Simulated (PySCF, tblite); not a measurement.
# C3H9FSi2: geometry, infrared bands and NMR shifts

Wanted: the infrared bands and NMR shifts of C3H9FSi2 (`C=C(F)[Si@H](C)[SiH3]`), by calculation.

The runs use tblite 0.8.0 and PySCF 2.14.0, with density-fitted response routines of our own; the level of theory stands in each step. All values are computed, except where a source is named. Atoms are numbered from 0 throughout.

**1. The molecule as given**

15 atoms, charge 0, multiplicity 1; geometry from: force field or distance geometry start.

Bonds of the start (Å): C0–C1 1.34, C1–F2 1.37, C1–Si3 1.86, Si3–C4 1.85, Si3–Si5 2.25, C0–H6 1.06, C0–H7 1.11, Si3–H8 1.46, C4–H9 1.11, C4–H10 1.11, C4–H11 1.12, Si5–H12 1.50, Si5–H13 1.46, Si5–H14 1.47.

**2. Relaxing the molecule with GFN2-xTB**

The job: settings as JSON, then the geometry in Å.

```
{"job": {"kind": "relax", "xc": "GFN2-xTB", "basis": "xTB"}, "charge": 0, "multiplicity": 1}
C      2.378200    -0.109700    -0.339200
C      1.227000    -0.763900    -0.552600
F      1.218800    -2.113500    -0.766900
Si    -0.418000     0.108900    -0.540500
C     -0.310700     1.799700     0.198800
Si    -1.777300    -1.240400     0.648800
H      3.337400    -0.554900    -0.338500
H      2.278100     0.981400    -0.159900
H     -0.845000     0.143600    -1.941300
H     -0.380300     2.575100    -0.589500
H     -1.153400     1.914300     0.907700
H      0.640800     1.862300     0.781100
H     -1.983900    -0.713300     2.033700
H     -3.055700    -1.305500    -0.062500
H     -1.160400    -2.575800     0.699000
```

Run with:

```sh
$ OMP_NUM_THREADS=1 python probes_run.py task.json out
```

This one command runs all jobs of the session in turn.

**Question.** This job is followed by: GFN2-xTB harmonic vibrations, gas phase; GIAO PBE0/pcSseg-1 NMR shielding, non-relativistic, gas phase. What will the session give for the following? strongest single infrared mode (GFN2-xTB); zero-point energy (GFN2-xTB); 13C shifts against TMS (PBE0/pcSseg-1); 1H shifts against TMS (PBE0/pcSseg-1, means over atoms taken as alike); 19F shifts against CFCl3 (PBE0/pcSseg-1); 29Si shifts against TMS (PBE0/pcSseg-1).

**Answer**, as computed:

```
                                                              quantity                             value
                             strongest single infrared mode (GFN2-xTB)              779 cm⁻¹, 602 km/mol
                                          zero-point energy (GFN2-xTB)                     64.2 kcal/mol
                                13C shifts against TMS (PBE0/pcSseg-1)            182.7, 113.1, -6.1 ppm
1H shifts against TMS (PBE0/pcSseg-1, means over atoms taken as alike)  5.72, 5.00, 4.65, 3.48, 0.32 ppm
                              19F shifts against CFCl3 (PBE0/pcSseg-1)                         -87.4 ppm
                               29Si shifts against TMS (PBE0/pcSseg-1)                 -56.5, -117.8 ppm
```

**Reading.** The optimisation took 80 steps and gained 0.396 eV; among the close pairs (by a distance rule), Si3–Si5 changed most, from 2.254 to 2.321 Å. All 39 modes are real, so the xTB geometry is a minimum. The strongest single mode, at 779 cm⁻¹, has its largest shares on H14, H13 and H12 (the list is cut at 3 atoms). Unscaled tight-binding wavenumbers are off by several per cent, some by more. Its intensities can rank the bands wrongly. At PBE0/pcSseg-1: Shielding is most anisotropic at F2 (span 250 ppm, paramagnetic term -217 ppm).
